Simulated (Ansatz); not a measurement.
# Tin, hcp under r²SCAN: ground state and equation of state

Aim: take tin in the hcp structure, relax it, solve it on a dense k-mesh, switch on spin-orbit coupling, then scale the cell to 7 volumes from 88 to 112 % of the relaxed one and try a fit of the equation of state. The k-meshes are 11×11×6 for the relaxation; 18×18×9 for the dense run; 11×11×6 for spin-orbit coupling; 12×12×7 for the volumes.

Method: DFT r2SCAN, plane waves (500 eV) with PAW, scalar-relativistic; PBE-made PAW files, in Ansatz 0.2.0.

### Step 1. The system as given

It takes space group P6_3/mmc (No. 194, hexagonal). Conventional cell: a = 3.410 Å, b = 3.410 Å, c = 5.568 Å, α = 90.00°, β = 90.00°, γ = 120.00°. Sn (site symmetry -6m2) has 12 Sn at 3.41 Å as nearest neighbours.

Coordinates:

```
Sn
1.0
     3.40987    0.00000    0.00000
    -1.70493    2.95303    0.00000
     0.00000    0.00000    5.56831
Sn
2
Direct
  0.33333 0.66667 0.25000
  0.66667 0.33333 0.75000
```

### Step 2. Relaxing cell and atoms

input.yaml

```yaml
crystal:
  lattice:
    - [3.4098662044, 0.0, 0.0]
    - [-1.7049331022, 2.9530307565, 0.0]
    - [0.0, 0.0, 5.5683115117]
  atoms:
    - { symbol: Sn, position: [0.3333333333, 0.6666666667, 0.25] }
    - { symbol: Sn, position: [0.6666666667, 0.3333333333, 0.75] }
hamiltonian:
  xc: r2scan
  pseudopotentials:
    kind: paw
    azcp:
      Sn: "pseudopotentials/Sn.paw.azcp"
basis:
  ecutwfc: 500
  fft_grid_basis: typed
kpoints:
  mp_grid: { grid: [11, 11, 6], shift: [0, 0, 0] }
magnetization:
  spin_polarized: false
scf:
  occupations: { method: fermi_dirac, width: 0.1 }
relax:
  max_steps: 60
  f_tol: 0.01
  cell: {}
output:
  write_density: true
  write_potential: true
  elf: true
  volumetric_format: npy
```

Started as:

```
$ ansatz run input.yaml --threads 1 --pin off --max-ram 3584MiB --backend cpu --events-out ev --progress --plain --runs-dir out
```

The runs that follow: Single point on a dense mesh; A two-component run at the same geometry; The cell scaled to 88 % of its volume; The cell scaled to 92 % of its volume; The cell scaled to 96 % of its volume; The cell scaled to 100 % of its volume; The cell scaled to 104 % of its volume; The cell scaled to 108 % of its volume; The cell scaled to 112 % of its volume.

Q: Predict the outcome of this session. Wanted: space group; conventional cell; volume; shortest distance; gap on the mesh; relative to alpha-Sn; V₀, B₀, B₀′.

The runs gave:

| quantity | value |
| --- | --- |
| space group (spins left aside) | P6_3/mmc (No. 194) |
| conventional cell | a = 3.342 Å, c = 5.580 Å (c/a = 1.669) |
| volume | 26.992 Å³/atom |
| shortest distance | 3.342 Å |
| gap on the mesh | none (levels filled in part) |
| relative to alpha-Sn (diamond) | +237 meV/atom |
| V₀, B₀, B₀′ | 26.928 Å³/atom, 51 GPa, 5.1 |

**Reading.** From the guessed start the volume shrank by 3.7 % in 4 steps. Against the reference form of tin (alpha-Sn (diamond), computed apart with the same settings) it stands 237 meV/atom higher, so it is far from stable. No gap shows: it is a metal or semimetal at this level. The total energy of the spin-orbit run lies +10.2 eV/atom from the scalar one, but the two kinds of run don't share a zero of energy: only differences within one kind count. The fitted modulus is 51 GPa; letting shape and positions relax at each volume could only lower it. Relaxation kept the symmetry; phonons were not checked.
